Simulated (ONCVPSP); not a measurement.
# V: the cost of one run

The numbers are computed with ONCVPSP 4.0.1.1 (patched build) (LDA (Perdew-Wang 92), scalar-relativistic, spin-unpolarised reference atom).

## 1. Settings

Typed settings, in words:

| Item | Value |
| --- | --- |
| element | vanadium (V, Z = 23) |
| type | optimised norm-conserving Vanderbilt (ONCV) |
| frozen core | [Ne] |
| valence charge | 13 |
| reference configuration | 3s2 3p6 3d3 4s2 |
| partial waves | 3s+4s: rc 1.40 bohr, ncon 4, nbas 7, qcut 9.9 1/bohr, 2 projectors; 3p: rc 1.30 bohr, ncon 4, nbas 9, qcut 13.5 1/bohr, 2 projectors, debl 1.1 Ha; 3d: rc 1.95 bohr, ncon 4, nbas 9, qcut 8.8 1/bohr, 2 projectors, debl 1.6 Ha |
| local potential | polynomial inside 1.20 bohr (lpopt 5, dvloc0 0 Ha) |
| core correction | not asked for |

The nodes and maxima of the atom's own shells, from an earlier all-electron run, set the scale for the radii.

All-electron outer shells of the reference configuration (LDA (PZ), scalar-relativistic, ld1.x):

```csv
shell,level (eV),outermost node (bohr),outermost maximum (bohr)
2p,-502.84,–,0.21
3s,-69.83,0.38,0.82
3p,-43.95,0.35,0.84
3d,-5.38,–,0.88
4s,-4.85,1.17,2.72
4p,-1.53,1.30,3.63
```

## 2. Generation

Input file V.dat:

```
# ATOM AND REFERENCE CONFIGURATION
# atsym  z   nc   nv     iexc    psfile
  V 23.00    3    4  -001012      upf
#
#   n    l    f
    1    0    2.00
    2    0    2.00
    2    1    6.00
    3    0    2.00
    3    1    6.00
    3    2    3.00
    4    0    2.00
#
# PSEUDOPOTENTIAL AND OPTIMIZATION
# lmax
    2
#
#   l,   rc,      ep,       ncon, nbas, qcut
    0    1.40    0.00    4    7    9.90
    1    1.30    0.00    4    9   13.50
    2    1.95    0.00    4    9    8.80
#
# LOCAL POTENTIAL
# lloc, lpopt,  rc(5),   dvloc0
    4    5    1.20    0.00
#
# VANDERBILT-KLEINMAN-BYLANDER PROJECTORs
# l, nproj, debl
    0    2    1.30
    1    2    1.10
    2    2    1.60
#
# MODEL CORE CHARGE
# icmod, fcfact, rcfact
    0    0.00    0.00
#
# LOG DERIVATIVE ANALYSIS
# epsh1, epsh2, depsh
   -4.00    5.00    0.02
#
# OUTPUT GRID
# rlmax, drl
    6.00    0.01
#
# TEST CONFIGURATIONS
# ncnf
    4
# nvcnf
#   n    l    f
    4
    3    0    2.00
    3    1    6.00
    3    2    3.00
    4    0    1.00
#
    4
    3    0    2.00
    3    1    6.00
    3    2    3.00
    4    0    0.00
#
    4
    3    0    2.00
    3    1    6.00
    3    2    2.00
    4    0    0.00
#
    4
    3    0    2.00
    3    1    6.00
    3    2    4.00
    4    0    1.00
#
```

Run with:

```sh
$ oncvpsp.x < V.dat > V.out
```

**Question.** How long does this run take on 1 thread of Intel Xeon Platinum 8259CL at 2.50GHz, shared host?

About 7.2 s.
